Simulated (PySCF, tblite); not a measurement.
**C₅H₅BrFSi radical: geometry, infrared bands and EPR parameters**

What infrared bands and EPR parameters should C₅H₅BrFSi radical (`[C]#C/C=C(\C)[Si@@H](F)Br`) show?

The runs use tblite 0.8.0 and PySCF 2.14.0, with density-fitted response routines of our own; the level of theory stands in each step. All values are computed, except where a source is named. Atoms are numbered from 0 throughout.

### Step 1. The starting structure

13 atoms, charge 0, multiplicity 2; geometry from: force field or distance geometry start.

Bonds of the start (Å): C0–C1 1.55, C1–C2 1.41, C2–C3 1.34, C3–C4 1.52, C3–Si5 1.88, Si5–F6 1.61, Si5–Br7 2.20, C2–H8 1.09, C4–H9 1.09, C4–H10 1.09, C4–H11 1.10, Si5–H12 1.49.

### Step 2. Relaxing the molecule with GFN2-xTB

Job settings and geometry (Å):

```
{"job": {"kind": "relax", "xc": "GFN2-xTB", "basis": "xTB"}, "charge": 0, "multiplicity": 2}
C      3.713400     0.928500    -0.637800
C      2.177800     1.025700    -0.442100
C      0.784300     1.106700    -0.237800
C     -0.019000     0.063700     0.034600
C      0.450700    -1.369800     0.210400
Si    -1.870100     0.287100     0.275200
F     -2.094900     1.828600     0.665500
Br    -2.844400    -0.130200    -1.648700
H      0.366300     2.109300    -0.337100
H      1.528200    -1.475700     0.072000
H      0.216500    -1.746700     1.204000
H     -0.029800    -2.025700    -0.533100
H     -2.383300    -0.601100     1.357100
```

Command:

```
$ OMP_NUM_THREADS=1 python probes_run.py task.json out
```

One launch serves the whole session: the jobs run in the order shown.

Output:

```text
step      E/eV     max force
  0    -642.46395    9.298
  1    -644.06172    6.445
  2    -641.20408   42.459
  3    -644.42848    5.977
  4    -644.62667    4.047
  5    -644.73255    3.462
  6    -644.77221    0.676
  7    -644.78296    0.316
  8    -644.79845    0.274
  9    -644.80013    0.181
 10    -644.80294    0.132
 11    -644.80428    0.171
 12    -644.80735    0.175
 13    -644.80959    0.145
 14    -644.81136    0.123
 15    -644.81257    0.126
 16    -644.81400    0.136
 17    -644.81590    0.148
 18    -644.81810    0.133
 19    -644.81972    0.087
 20    -644.82048    0.055
 21    -644.82086    0.043
 22    -644.82114    0.040
 23    -644.82144    0.048
 24    -644.82184    0.049
 25    -644.82235    0.069
 26    -644.82291    0.076
 27    -644.82338    0.056
 28    -644.82366    0.056
 29    -644.82385    0.047
 30    -644.82404    0.044
 31    -644.82423    0.043
 32    -644.82435    0.022
 33    -644.82441    0.022
 34    -644.82446    0.024
 35    -644.82454    0.029
 36    -644.82468    0.038
 37    -644.82489    0.047
 38    -644.82514    0.049
 39    -644.82542    0.060
 40    -644.82582    0.068
 41    -644.82649    0.089
 42    -644.82747    0.117
 43    -644.82857    0.135
 44    -644.82970    0.127
 45    -644.83067    0.105
 46    -644.83184    0.142
 47    -644.83332    0.131
 48    -644.83470    0.207
 49    -644.83610    0.134
 50    -644.83773    0.120
 51    -644.83921    0.126
 52    -644.84057    0.117
 53    -644.84120    0.046
 54    -644.84142    0.039
 55    -644.84166    0.046
 56    -644.84196    0.060
 57    -644.84237    0.057
 58    -644.84273    0.048
 59    -644.84299    0.050
 60    -644.84319    0.045
 61    -644.84338    0.049
 62    -644.84359    0.038
 63    -644.84373    0.029
 64    -644.84386    0.030
 65    -644.84402    0.039
 66    -644.84424    0.044
 67    -644.84448    0.038
 68    -644.84465    0.026
 69    -644.84474    0.021
 70    -644.84480    0.022
 71    -644.84485    0.022
 72    -644.84490    0.021
 73    -644.84494    0.014
 74    -644.84496    0.013
 75    -644.84499    0.015
 76    -644.84504    0.014
 77    -644.84506    0.010
```

It took 0.63 s on 1 thread of Arm Neoverse V1, shared host.

The steps of the relaxation: (not every step is listed) (the energy doesn't fall at every step)

| step | energy from step 0 (eV) | largest force (eV/Å) |
| --- | --- | --- |
| 0 | 0.0000 | 9.2985 |
| 1 | -1.5978 | 6.4450 |
| 2 | 1.2599 | 42.4590 |
| 3 | -1.9645 | 5.9772 |
| 4 | -2.1627 | 4.0474 |
| 5 | -2.2686 | 3.4622 |
| 6 | -2.3083 | 0.6763 |
| 7 | -2.3190 | 0.3164 |
| 8 | -2.3345 | 0.2745 |
| 14 | -2.3474 | 0.1233 |
| 20 | -2.3565 | 0.0552 |
| 26 | -2.3590 | 0.0758 |
| 32 | -2.3604 | 0.0220 |
| 38 | -2.3612 | 0.0491 |
| 44 | -2.3658 | 0.1269 |
| 50 | -2.3738 | 0.1201 |
| 56 | -2.3780 | 0.0595 |
| 62 | -2.3796 | 0.0383 |
| 68 | -2.3807 | 0.0265 |
| 72 | -2.3810 | 0.0206 |
| 73 | -2.3810 | 0.0141 |
| 74 | -2.3810 | 0.0133 |
| 75 | -2.3810 | 0.0153 |
| 76 | -2.3811 | 0.0140 |
| 77 | -2.3811 | 0.0100 |

Close pairs (by a distance rule), those that changed most:

| bond | before (Å) | after (Å) | change (Å) |
| --- | --- | --- | --- |
| C0–C1 | 1.551 | 1.205 | -0.346 |
| Si5–H12 | 1.491 | 1.445 | -0.046 |
| C3–C4 | 1.519 | 1.495 | -0.024 |
| C4–H11 | 1.102 | 1.090 | -0.011 |
| C2–H8 | 1.091 | 1.083 | -0.008 |
| Si5–Br7 | 2.197 | 2.204 | +0.007 |
| C2–C3 | 1.344 | 1.339 | -0.005 |
| C1–C2 | 1.411 | 1.416 | +0.005 |

The end geometry stands in the next job.

### Step 3. Infrared spectrum with GFN2-xTB

Job settings and geometry (Å):

```
{"job": {"kind": "ir", "xc": "GFN2-xTB", "basis": "xTB"}, "charge": 0, "multiplicity": 2}
C      3.417093     0.831770    -0.338505
C      2.222365     0.989958    -0.338234
C      0.836969     1.099061    -0.067874
C      0.014728     0.049243     0.053470
C      0.490017    -1.366968    -0.003594
Si    -1.823528     0.331013     0.300398
F     -2.140848     1.888111     0.086910
Br    -2.947888    -0.730282    -1.269860
H      0.483833     2.119364     0.012942
H      1.559492    -1.401611    -0.199017
H      0.290012    -1.871598     0.942076
H     -0.034810    -1.915307    -0.786473
H     -2.371824    -0.022268     1.590032
```

Output:

```text
mode    cm-1     km/mol
  1      28.0      1.40
  2      69.0      5.31
  3     101.1      4.71
  4     113.8      2.35
  5     129.5      8.58
  6     153.1     11.06
  7     169.5     13.07
  8     225.2     36.03
  9     281.1     17.33
 10     295.3      1.46
 11     375.1      7.01
 12     424.0     61.07
 13     469.2     37.65
 14     636.8    151.39
 15     650.0    308.76
 16     727.7    126.38
 17     806.8      7.28
 18     841.3    205.72
 19     976.1     19.51
 20    1029.4      1.26
 21    1047.0     27.44
 22    1136.4     42.90
 23    1269.6     28.70
 24    1402.8     15.45
 25    1465.4      6.55
 26    1470.7     10.76
 27    1584.0     35.43
 28    2162.1     93.78
 29    2412.7    205.82
 30    2992.6     15.96
 31    3007.8     15.88
 32    3040.0      3.44
 33    3042.6     14.69
```

Run time: 0.52 s. Hardware: 1 thread of Arm Neoverse V1, shared host.

Which atoms move in the most intense modes:

| cm⁻¹ | km/mol | atoms |
| --- | --- | --- |
| 424 | 61.1 | C3 46 %, Si5 16 %, C2 10 % |
| 637 | 151.4 | H12 87 % |
| 650 | 308.8 | H12 90 % |
| 728 | 126.4 | C2 22 %, C4 19 %, C3 18 %, Si5 17 % |
| 841 | 205.7 | F6 53 %, Si5 43 % |
| 1136 | 42.9 | C3 37 %, H8 20 %, H9 19 %, C4 15 % |
| 2162 | 93.8 | C1 56 %, C0 43 % |
| 2413 | 205.8 | H12 97 % |

### Step 4. EPR parameters: B3LYP/def2-TZVP-core+pcH-1

The job, as its differences from that of step 3:

```diff
@@ -1,2 +1,2 @@
-{"job": {"kind": "ir", "xc": "GFN2-xTB", "basis": "xTB"}, "charge": 0, "multiplicity": 2}
+{"job": {"kind": "epr", "basis": "pcH-1"}, "charge": 0, "multiplicity": 2}
 C      3.417093     0.831770    -0.338505
```

With the program's defaults for keys left out, this is: UKS B3LYP, def2-TZVP-core on Br, pcH-1 on C F H Si, non-relativistic, mean-field spin-orbit, GIAO.

Output:

```text
UKS, coarse grid
  cycle   1  E = -3156.85101844  |g| = 1.64e+00
  cycle   2  E = -3156.01831540  |g| = 1.38e+00
  cycle   3  E = -3155.73823115  |g| = 1.48e+00
  cycle   4  E = -3156.93923492  |g| = 4.14e-01
  cycle   5  E = -3156.95302451  |g| = 3.61e-01
  cycle   6  E = -3157.02248238  |g| = 5.10e-02
  cycle   7  E = -3157.02364921  |g| = 3.45e-02
  cycle   8  E = -3157.02440253  |g| = 1.49e-02
  cycle   9  E = -3157.02460656  |g| = 8.79e-03
  cycle  10  E = -3157.02476065  |g| = 8.42e-03
  cycle  11  E = -3157.02486644  |g| = 6.83e-03
  cycle  12  E = -3157.02502713  |g| = 5.54e-03
  cycle  13  E = -3157.02512655  |g| = 4.62e-03
  cycle  14  E = -3157.02522025  |g| = 2.14e-03
  cycle  15  E = -3157.02521610  |g| = 1.52e-03
  cycle  16  E = -3157.02522490  |g| = 4.28e-04
UKS, final grid
  cycle   1  E = -3157.02519167  |g| = 5.28e-04
  cycle   2  E = -3157.02519135  |g| = 1.14e-03
  cycle   3  E = -3157.02519205  |g| = 2.15e-04
  cycle   4  E = -3157.02519213  |g| = 2.05e-04
  cycle   5  E = -3157.02519227  |g| = 1.30e-04
  cycle   6  E = -3157.02519240  |g| = 8.96e-05
  cycle   7  E = -3157.02519249  |g| = 5.27e-05
  cycle   8  E = -3157.02519251  |g| = 3.12e-05
  cycle   9  E = -3157.02519252  |g| = 1.71e-05
E = -3157.02519252 Eh   <S^2> = 0.7713 (exact 0.7500)
g shifts (ppm)      1          2          3
  rmc          -151       -151       -151
  gc              9          4         28
  oz_so         386       1068       3568
  total         244        921       3445
hyperfine (MHz)  atom isotope    a_iso     a_fc   dipolar eigenvalues
    0   13C     402.36     402.20    -67.33    -43.06    110.38
    1   13C      64.63      64.58    -34.64    -18.33     52.97
    2   13C     -10.15     -10.15    -10.58      2.38      8.20
    3   13C      15.93      15.95    -19.06    -17.81     36.88
    4   13C      -7.30      -7.30     -0.85     -0.21      1.06
    5  29Si      13.72      13.73     -0.76     -0.06      0.82
    6   19F       0.23       0.23     -0.74     -0.56      1.30
    7  79Br       2.68       1.87     -4.15     -3.98      8.14
    8    1H       3.03       3.03     -3.44      0.86      2.58
    9    1H       1.02       1.03     -2.96     -0.34      3.30
   10    1H      29.86      29.86     -1.95     -1.07      3.02
   11    1H      26.37      26.37     -1.89     -0.78      2.67
   12    1H       9.72       9.72     -1.05     -0.58      1.62
```

It took 4.5 min on 1 thread of Arm Neoverse V1, shared host; peak memory 1.4 GiB.

Principal g values 2.00256, 2.00324, 2.00576; g(iso) = 2.00386, against 2.00232 for a free electron.

Mean a(iso) over the nuclei that a row names, and the largest dipolar term of the row (other rows stand at the frozen geometry):

| nuclei | isotope | a(iso) (MHz) | a(iso) (G, at g = 2.0023) | largest dipolar term (MHz) |
| --- | --- | --- | --- | --- |
| C0 | 13C | 402.4 | 143.6 | 110.4 |
| C1 | 13C | 64.6 | 23.1 | 53.0 |
| H9, H10, H11 | 1H | 19.1 | 6.8 | 3.3 |
| C3 | 13C | 15.9 | 5.7 | 36.9 |
| Si5 | 29Si | 13.7 | 4.9 | 0.8 |
| C2 | 13C | -10.1 | -3.6 | -10.6 |
| H12 | 1H | 9.7 | 3.5 | 1.6 |
| C4 | 13C | -7.3 | -2.6 | 1.1 |
| H8 | 1H | 3.0 | 1.1 | -3.4 |
| Br7 | 79Br | 2.7 | 1.0 | 8.1 |
| F6 | 19F | 0.2 | 0.1 | 1.3 |

Mulliken spin populations:

C0 0.64; C1 0.18; C2 -0.07; C3 0.24; C4 -0.02; Si5 0.00; F6 0.00; Br7 0.00; H8 0.00; H9 0.00; H10 0.01; H11 0.01; H12 0.00

In first order the couplings over 0.8 MHz of 1H, 79Br give 64 distinct lines over 27.8 G, if the averaged nuclei exchange fast; the same motion can average rows kept apart here too.

The fields below are evaluated on a grid from the run's orbitals.

ELF in a plane through or near 9 of the atoms.

Values, 10 rows by 14 columns:
```
0.00 0.00 0.00 0.00 0.00 0.00 0.00 0.00 0.00 0.00 0.00 0.00 0.00 0.00
0.00 0.00 0.00 0.00 0.00 0.00 0.04 0.00 0.01 0.03 0.00 0.00 0.00 0.00
0.00 0.00 0.02 0.19 0.09 0.07 0.99 0.11 0.41 0.75 0.39 0.01 0.00 0.00
0.00 0.21 0.71 0.70 0.73 0.38 0.99 0.16 0.53 0.34 0.63 0.01 0.00 0.00
0.00 0.78 0.97 0.54 0.33 0.90 0.40 0.58 0.25 0.42 0.17 0.05 0.01 0.00
0.00 0.52 0.91 0.77 0.64 0.04 0.54 0.48 0.68 0.26 0.56 0.43 0.12 0.00
0.00 0.01 0.25 0.18 0.09 0.99 0.40 0.53 0.03 0.29 0.57 0.58 0.11 0.00
0.00 0.00 0.00 0.00 0.48 0.95 0.47 0.80 0.11 0.04 0.33 0.20 0.01 0.00
0.00 0.00 0.00 0.00 0.00 0.01 0.03 0.09 0.01 0.00 0.00 0.00 0.00 0.00
0.00 0.00 0.00 0.00 0.00 0.00 0.00 0.00 0.00 0.00 0.00 0.00 0.00 0.00
```
The map spans 12.2 Å across and 9.4 Å up, centred on the molecule. Atoms in the plane (x, y in Å): C0 (-3.5, 0.6), C1 (-2.3, 0.9), C2 (-0.9, 1.0), C3 (0.0, 0.1), C4 (-0.4, -1.4), Si5 (1.8, 0.4), F6 (2.0, 2.0), H8 (-0.6, 2.1), H9 (-1.5, -1.5).

On the surface of density 0.002 e/bohr³ the electrostatic potential runs, from the 1st to the 99th percentile, from -1.28 V near C0 to 1.88 V near H12.

The spin density lies nearest to C0 57 %; C1, C3 about 17 % each.

### Step 5. What came out

```
                                                                  quantity                 value
                                 strongest single infrared mode (GFN2-xTB)  650 cm⁻¹, 309 km/mol
                                              zero-point energy (GFN2-xTB)         49.4 kcal/mol
                                                            g(iso) (B3LYP)               2.00386
                                                                      ⟨S²⟩    0.771 (exact 0.75)
                                        largest a(iso) (averaged by class)  13C on C0, 402.4 MHz
potential on the surface of density 0.002 e/bohr³, 1st and 99th percentile    -1.28 V and 1.88 V
```

Relaxing lowered the energy by 2.381 eV in 77 steps; the close pair that moved most is C0–C1, from 1.551 to 1.205 Å. All 33 modes are real, so the xTB geometry is a minimum. The strongest single mode, at 650 cm⁻¹, moves mainly H12. Unscaled tight-binding wavenumbers are off by several per cent, some by more. Its intensities can rank the bands wrongly. The largest share of the spin, 0.64 e, sits on C0. The isotropic g lies 1.5 ppt above the free-electron value. The hyperfine terms hold no scalar relativity, which the heavier nuclei need. These values are for one conformer; the search (at its own cheap level) found 2 more, at 0.14, 0.59 kcal/mol, and measured spectra average over such forms.
